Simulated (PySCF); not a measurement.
# Br4Si: the cost of one run

Computed with PySCF 2.14.0, with density-fitted response routines of our own, on a single molecule in the gas phase. Atoms count from 0, in the outputs and in this text.

### 1 The molecule as given

5 atoms, charge 0, multiplicity 1; geometry from: GFN2-xTB. The atoms were then displaced at random by about 0.03 Å, so the start is not that level's minimum.

Bonds of the start (Å): Br0–Si1 2.20, Si1–Br2 2.24, Si1–Br3 2.32, Si1–Br4 2.19.

### 2 Optimising the geometry at PBE0-D3(BJ)/def2-SVP

What the job is given:

```
{"job": {"xc": "PBE0", "basis": "def2-SVP", "d3": "d3bj", "grid": 1, "shake": 0.03, "kind": "geom"}, "charge": 0, "multiplicity": 1}
Br    -1.107890    -1.555810    -1.140430
Si    -0.012950    -0.012220    -0.014080
Br    -1.162320     1.904490     0.064320
Br     2.046510     0.338410    -1.014650
Br     0.328750    -0.779640     2.008350
```

Started as:

```console
OMP_NUM_THREADS=1 python probes_run.py task.json out
```

One launch serves the whole session: the jobs run in the order shown.

**Question.** How long does this first job take on 1 thread of AMD EPYC 9R45, shared host, and how much memory does it need?

About 88 s, with a peak of 0.81 GiB.
